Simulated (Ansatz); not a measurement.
This script makes relaxations under a series of pressures of Ta, space group P6_3/mmc with Ansatz 0.2.0, Python API.

`ta.cif`
```cif
data_Ta
_cell_length_a 2.900372
_cell_length_b 2.900372
_cell_length_c 5.166274
_cell_angle_alpha 90.00000
_cell_angle_beta 90.00000
_cell_angle_gamma 120.00000
_symmetry_space_group_name_H-M 'P 1'
_symmetry_Int_Tables_number 1
loop_
_symmetry_equiv_pos_as_xyz
'x, y, z'
loop_
_atom_site_label
_atom_site_type_symbol
_atom_site_fract_x
_atom_site_fract_y
_atom_site_fract_z
Ta1 Ta    0.666667    0.333333    0.750000
Ta2 Ta    0.333333    0.666667    0.250000
```

The script, `compress.py`:
```python
# -*- coding: utf-8 -*-
"""Volume and enthalpy of Ta against pressure."""

import ansatz
from ase.io import read
import numpy as np
import pandas as pd

def edges_and_angles(cell):
    cell = np.asarray(cell)
    a, b, c = np.linalg.norm(cell, axis=1)
    cosines = cell[1] @ cell[2] / (b * c), cell[0] @ cell[2] / (a * c), cell[0] @ cell[1] / (a * b)
    return (a, b, c, *np.degrees(np.arccos(cosines)))

atoms = read("ta.cif")
cell = ansatz.Crystal.from_ase(atoms)

job = (
    cell.calculation()
    .occupations("gaussian", width=0.1)
    .functional("LDA")
    .basis(510)
    .kpoints(density=4.1)
    .pseudopotentials("paw")
)

# H = F + PV, with 1 GPa A^3 = 1/160.21766 eV
rows = []
for pressure in [-2, 0, 2, 5, 10]:
    done = job.relax(cell=True, pressure=pressure, force_tolerance=0.005).run()
    cell = done.lattice.cell_ang
    n_atoms = len(done.lattice.sites)
    volume = abs(np.linalg.det(cell)) / n_atoms
    enthalpy = done.report["free_energy_ev"] / n_atoms + pressure * volume / 160.21766
    rows.append((pressure, volume, enthalpy, *edges_and_angles(cell)))
    print(f"{pressure} GPa done: {volume:.4f} A^3/atom")

table = pd.DataFrame(rows, columns=["P_GPa", "V_A3_atom", "H_eV_atom", "a", "b", "c", "alpha", "beta", "gamma"])
print(table.round(4).to_string(index=False))
p, v = np.array([row[0] for row in rows], float), np.array([row[1] for row in rows])
print("mean bulk modulus between rows (GPa):", np.round(-np.diff(p) / np.diff(np.log(v)), 1))
```

How far does the cell shrink over this series of pressures, and what bulk modulus does the first step imply?

The volume falls from 17.84 Å³ an atom at -2 GPa to 16.93 at 10 GPa, by 5.1 %. Between -2 and 0 GPa, -V dP/dV is about 209 GPa, a mean over that step.

The output:

```console
$ python compress.py
DeckWarning: the atoms were moved onto the symmetric positions of the space group found under crystal.symmetry.tolerance 1.0e-5 (fractional; no operation is sought that the atoms, as they stand in a [...]
-2 GPa done: 17.8430 A^3/atom
0 GPa done: 17.6729 A^3/atom
2 GPa done: 17.5107 A^3/atom
5 GPa done: 17.2814 A^3/atom
10 GPa done: 16.9291 A^3/atom
 P_GPa  V_A3_atom  H_eV_atom      a      b      c  alpha  beta  gamma
    -2    17.8430 -9682.5377 2.8420 2.8420 5.1016   90.0  90.0  120.0
     0    17.6729 -9682.3160 2.8340 2.8340 5.0817   90.0  90.0  120.0
     2    17.5107 -9682.0964 2.8263 2.8263 5.0626   90.0  90.0  120.0
     5    17.2814 -9681.7707 2.8151 2.8151 5.0360   90.0  90.0  120.0
    10    16.9291 -9681.2370 2.7977 2.7977 4.9949   90.0  90.0  120.0
mean bulk modulus between rows (GPa): [208.9 216.9 227.6 242.7]
```
(Warnings from the package without file and line, shortened.)

Absolute energies stand on the zero of these potentials, so only differences at equal settings mean something. At a fixed pressure a relaxation lowers the enthalpy F + PV, while F alone can rise. Spin-orbit coupling, which matters for elements this heavy, is left out. This isn't the structure that Ta takes at ambient conditions. Symmetry holds the cell in this phase, whether or not it is the stable one at each pressure. Timing: 45 s on 1 thread of Arm Neoverse V2, with other jobs on the host, peak memory 0.48 GiB.
